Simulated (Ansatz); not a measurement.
# Sn5GeSe6: a trial structure relaxed

Where does this trial cell of Sn5GeSe6 go when cell and atoms are let free?

Program: Ansatz 0.2.0. Level of theory: DFT PBE, scalar-relativistic, plane waves, PAW. These are calculated values, not measurements.

**1. Starting point**

Symmetry: P-3m1, No. 164, trigonal system. Conventional cell: a = 4.265 Å, b = 4.265 Å, c = 20.895 Å, α = 90.00°, β = 90.00°, γ = 120.00°. Around Sn (site symmetry 3m) lie 6 Se at 3.02 Å. Sn (site symmetry -3m) has 6 Se at 3.02 Å as nearest neighbours. Ge (site symmetry -3m) is surrounded by 6 Se at 3.02 Å. Se (site symmetry 3m) has 6 Sn at 3.02 Å as nearest neighbours. Around Se (site symmetry 3m) lie 3 Ge at 3.02 Å and 3 Sn at 3.02 Å.

Structure file:

```
Sn Ge Se
1.0
     4.26513    0.00000    0.00000
    -2.13257    3.69371    0.00000
     0.00000    0.00000   20.89479
Sn Ge Se
5 1 6
Direct
  0.33333 0.66667 0.83333
  0.66667 0.33333 0.66667
  0.33333 0.66667 0.33333
  0.66667 0.33333 0.16667
  0.00000 0.00000 0.00000
  0.00000 0.00000 0.50000
  0.00000 0.00000 0.75000
  0.33333 0.66667 0.58333
  0.66667 0.33333 0.41667
  0.00000 0.00000 0.25000
  0.33333 0.66667 0.08333
  0.66667 0.33333 0.91667
```

The start is an ordering of an alloy on its end members' structure types: elements ordered on the sites of the SnSe type, Ge/Sn on Sn (P-3m1, No. 164).

**2. Probe: one point on a coarse mesh**

input.yaml reads:

```yaml
crystal:
  lattice:
    - [4.26513194, 0.0, 0.0]
    - [-2.13256597, 3.69371261, 0.0]
    - [0.0, 0.0, 20.89479388]
  atoms:
    - { symbol: Sn, position: [0.33333333, 0.66666667, 0.83333333] }
    - { symbol: Sn, position: [0.66666667, 0.33333333, 0.66666667] }
    - { symbol: Sn, position: [0.33333333, 0.66666667, 0.33333333] }
    - { symbol: Sn, position: [0.66666667, 0.33333333, 0.16666667] }
    - { symbol: Sn, position: [0.0, 0.0, 0.0] }
    - { symbol: Ge, position: [0.0, 0.0, 0.5] }
    - { symbol: Se, position: [0.0, 0.0, 0.75] }
    - { symbol: Se, position: [0.33333333, 0.66666667, 0.58333333] }
    - { symbol: Se, position: [0.66666667, 0.33333333, 0.41666667] }
    - { symbol: Se, position: [0.0, 0.0, 0.25] }
    - { symbol: Se, position: [0.33333333, 0.66666667, 0.08333333] }
    - { symbol: Se, position: [0.66666667, 0.33333333, 0.91666667] }
basis:
  ecutwfc: 420
kpoints:
  mp_grid: { grid: [6, 6, 1] }
hamiltonian:
  xc: pbe
scf:
  occupations: { method: gaussian, width: 0.1 }
  lower_state_search: "off"
output:
  forces: true
  stress: true
  eigenvalues: true
```

Started as:

```bash
> ansatz run input.yaml --threads 1 --pin off --max-ram 2560MiB --backend cpu --events-out ev --progress --plain --runs-dir out
```

Further runs follow: coarse relaxation; full relaxation.

Q: Predict the outcome of this session. Wanted: conventional cell; volume; energy over the elements, grey Sn; gap on the mesh.

**Answer**, as computed:

```
                              quantity                                                                        value
symmetry at the end (tolerance 0.02 Å)                                                  space group P-3m1 (No. 164)
                     conventional cell  a = 4.237 Å, b = 4.237 Å, c = 20.805 Å, α = 90.00°, β = 90.00°, γ = 120.00°
                                volume                                                                26.95 Å³/atom
     energy over the elements, grey Sn                                                                -0.39 eV/atom
                       gap on the mesh                                                                      0.37 eV
```

**Reading.** The space group P-3m1 (No. 164) is kept, and the volume per atom shrinks by 1.8 % from the first guess. It lies below the elements, which doesn't yet make it stable: competing phases were not computed in this session. No finished test with a distortion of lower symmetry is shown, so the end may be a saddle point.

Spin-orbit coupling is left out, though the cell holds Sn; it can move the gap.
